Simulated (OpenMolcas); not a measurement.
**AlClF2 (SMILES [F][Al]([F])[Cl]): RPBE/ANO-L-VDZP**

Aim: the vertical singlet–triplet gap of AlClF2 at RPBE/ANO-L-VDZP, from 2 runs. 

The results are computed with OpenMolcas 26.06.

## 1. The system as given

AlClF2 has 4 atoms, charge 0, and is taken as a singlet. As SMILES, `[F][Al]([F])[Cl]`. The shape comes from GFN2-xTB, which is rough for such elements, and wasn't checked as a minimum.

Bond lengths: F1–Al2 1.643 Å, Al2–F3 1.643 Å, Al2–Cl4 2.008 Å. Angles: F1–Al2–F3 112.9°, F1–Al2–Cl4 123.6°, F3–Al2–Cl4 123.5°.

## 2. The energy at RPBE/ANO-L-VDZP

The input, job.inp:

```
* AlClF2 Kohn-Sham DFT
>>> EXPORT MOLCAS_PRINT=2

&GATEWAY
  Coord
  4
  angstrom
  F        1.006510       0.678460       1.147330
  Al       0.032630      -0.023990       0.025420
  F        0.300970      -1.637440      -0.133960
  Cl      -1.340120       0.982970      -1.038790
  Basis=ANO-L-VDZP
  Group=NoSym

&SEWARD
  GridInput
  Grid=SG1Grid
  End of Grid

&SCF
  KSDFT=2
  1.0 GGA_X_RPBE
  1.0 GGA_C_PBE
  PrOrbitals=0
```

On the command line:

```bash
export MOLCAS_MEM=1860
pymolcas job.inp > job.log
```

The program printed:

```text
--- Start Module: gateway ---
[...]
--- Stop Module: gateway /rc=_RC_ALL_IS_WELL_ ---
--- Start Module: seward ---
[...]
      Basis functions           64
--- Stop Module: seward /rc=_RC_ALL_IS_WELL_ ---
[...]
--- Start Module: scf ---
[...]
       Convergence after  14 Iterations
[...]
::    Total KS-DFT energy                            -902.5164528236
[...]
      Total spin, S                                     0.0000000000
[...]
      Total electronic charge=   48.000000
      Total            charge=   -0.000000
[...]
      Dipole Moment (debye):
      Origin of the operator (angstrom)=   -0.2115    0.1552   -0.1640
                   X= -1.0470E+00               Y=  7.6755E-01               Z= -8.1055E-01           Total=  1.5305E+00
      Quadrupole Moment (debye*angstrom):
[...]
--- Stop Module: scf /rc=_RC_ALL_IS_WELL_ ---
[...]
```

Wall time 6.3 s (1 thread of Arm Neoverse V2, shared host); peak memory 0.4 GiB.

## 3. The triplet

The input, job.input:

```
* AlClF2 Kohn-Sham DFT
&GATEWAY
Coord
4
angstrom
F        1.006510       0.678460       1.147330
Al       0.032630      -0.023990       0.025420
F        0.300970      -1.637440      -0.133960
Cl      -1.340120       0.982970      -1.038790
Basis=ANO-L-VDZP
Group=NoSym
&SEWARD
GridInput
Grid=SG1Grid
End of Grid
&SCF
UHF
Spin=3
KSDFT=2
1.0 GGA_X_RPBE
1.0 GGA_C_PBE
PrOrbitals=0
```

On the command line:

```bash
export MOLCAS_MEM=1860
pymolcas job.input > job.log
```

The program printed:

```text
--- Start Module: gateway ---
[...]
--- Stop Module: gateway /rc=_RC_ALL_IS_WELL_ ---
--- Start Module: seward ---
[...]
      Basis functions           64
--- Stop Module: seward /rc=_RC_ALL_IS_WELL_ ---
[...]
--- Start Module: scf ---
[...]
       Convergence after  30 Iterations
[...]
::    Total KS-DFT energy                            -902.2774769811
[...]
      Total spin, S                                     1.0012027699
[...]
      Total electronic charge=   48.000000
      Total            charge=   -0.000000
[...]
      Dipole Moment (debye):
      Origin of the operator (angstrom)=   -0.2115    0.1552   -0.1640
                   X= -2.0629E+00               Y=  1.5141E+00               Z= -1.6009E+00           Total=  3.0184E+00
      Quadrupole Moment (debye*angstrom):
[...]
--- Stop Module: scf /rc=_RC_ALL_IS_WELL_ ---
[...]
```

Wall time 9.6 s (1 thread of Arm Neoverse V2, shared host); peak memory 0.4 GiB.

## 4. Summary of results

At RPBE/ANO-L-VDZP:

| quantity | value |
| --- | --- |
| singlet: total energy | -902.51645 Eh |
| singlet: dipole moment | 1.53 D |
| singlet: HOMO energy | -8.97 eV |
| singlet: LUMO energy | -2.54 eV |
| singlet: HOMO–LUMO gap | 6.43 eV |
| triplet: total energy | -902.27748 Eh |
| triplet: dipole moment | 3.02 D |
| triplet: HOMO energy (highest over α and β) | -3.23 eV |
| triplet: ⟨S²⟩ | 2.004 |
| vertical energy of the triplet above the singlet | 6.503 eV |

At this shape the triplet lies 6.50 eV (627 kJ/mol) above the singlet. Mulliken charges (singlet) run from -0.47 on F1 to +1.02 on Al2; they depend strongly on the basis. Mulliken charges (triplet) run from -0.32 on F1 to +0.37 on Al2; they depend strongly on the basis.
